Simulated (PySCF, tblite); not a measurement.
# C2H13O2PSi3: geometry, infrared bands and NMR shifts

What infrared bands and NMR shifts should C2H13O2PSi3 (`CCO[Si@@H](O[SiH3])P[SiH3]`) show?

The runs use tblite 0.8.0 and PySCF 2.14.0, with density-fitted response routines of our own; the level of theory stands in each step. All values are computed, except where a source is named. Atoms are numbered from 0 throughout.

## 1. The molecule as given

21 atoms, charge 0, multiplicity 1; geometry from: force field or distance geometry start.

Bonds of the start (Å): C0–C1 1.51, C1–O2 1.41, O2–Si3 1.72, Si3–O4 1.68, O4–Si5 1.71, Si3–P6 2.15, P6–Si7 2.14, C0–H8 1.13, C0–H9 1.11, C0–H10 1.11, C1–H11 1.12, C1–H12 1.09, Si3–H13 1.48, Si5–H14 1.46, Si5–H15 1.49, Si5–H16 1.46, P6–H17 1.43, Si7–H18 1.48, Si7–H19 1.48, Si7–H20 1.48.

## 2. Optimising the geometry with GFN2-xTB

Job settings and geometry (Å):

```
{"job": {"kind": "relax", "xc": "GFN2-xTB", "basis": "xTB"}, "charge": 0, "multiplicity": 1}
C     -3.182500    -1.134200     0.452300
C     -1.941300    -0.944700    -0.377500
O     -1.026400    -0.042300     0.206700
Si     0.333100     0.074500    -0.839700
O      0.825500     1.676100    -1.017000
Si     0.025400     2.761200     0.037700
P      1.848400    -1.277700    -0.129800
Si     3.758000    -0.508300     0.466100
H     -3.940800    -1.749100    -0.115400
H     -3.019800    -1.623000     1.440800
H     -3.653100    -0.137500     0.617700
H     -1.420400    -1.932600    -0.484900
H     -2.176000    -0.566400    -1.376500
H     -0.147600    -0.401900    -2.160600
H      0.132600     2.342100     1.429700
H      0.690600     4.085600    -0.068000
H     -1.365300     3.000800    -0.349300
H      1.443600    -2.563600     0.335700
H      4.746400    -0.418800    -0.631500
H      4.365200    -1.439200     1.447000
H      3.695400     0.815800     1.116000
```

Launch:

```bash
$ OMP_NUM_THREADS=1 python probes_run.py task.json out
```

One launch serves the whole session: the jobs run in the order shown.

**Question.** This job is followed by: GFN2-xTB harmonic vibrations, gas phase; GIAO PBE0/pcSseg-1 NMR shielding, non-relativistic, gas phase. Predict these results of the whole session: strongest single infrared mode (GFN2-xTB); zero-point energy (GFN2-xTB); 13C shifts against TMS (PBE0/pcSseg-1); 1H shifts against TMS (PBE0/pcSseg-1, means over atoms taken as alike); 17O shifts against H2O (PBE0/pcSseg-1); 29Si shifts against TMS (PBE0/pcSseg-1); 31P shifts against H3PO4 (PBE0/pcSseg-1).

The runs gave:

```
                                                              quantity                                         value
                             strongest single infrared mode (GFN2-xTB)                          820 cm⁻¹, 414 km/mol
                                          zero-point energy (GFN2-xTB)                                 88.1 kcal/mol
                                13C shifts against TMS (PBE0/pcSseg-1)                                62.1, 21.0 ppm
1H shifts against TMS (PBE0/pcSseg-1, means over atoms taken as alike)  5.24, 5.08, 4.18, 4.11, 4.08, 1.26, 0.44 ppm
                                17O shifts against H2O (PBE0/pcSseg-1)                                66.7, 53.1 ppm
                               29Si shifts against TMS (PBE0/pcSseg-1)                       -19.3, -46.0, -84.4 ppm
                              31P shifts against H3PO4 (PBE0/pcSseg-1)                                    -320.6 ppm
```

What this shows: Relaxing lowered the energy by 1.795 eV in 188 steps; the close pair that moved most is O2–Si3, from 1.720 to 1.612 Å. All 57 modes are real, so the xTB geometry is a minimum. The strongest single mode, at 820 cm⁻¹, moves mainly H15, H14 and H16. Unscaled tight-binding wavenumbers are off by several per cent, some by more. Its intensities can rank the bands wrongly. At PBE0/pcSseg-1: The widest tensor belongs to P6: span 160 ppm, with a paramagnetic part of -334 ppm.
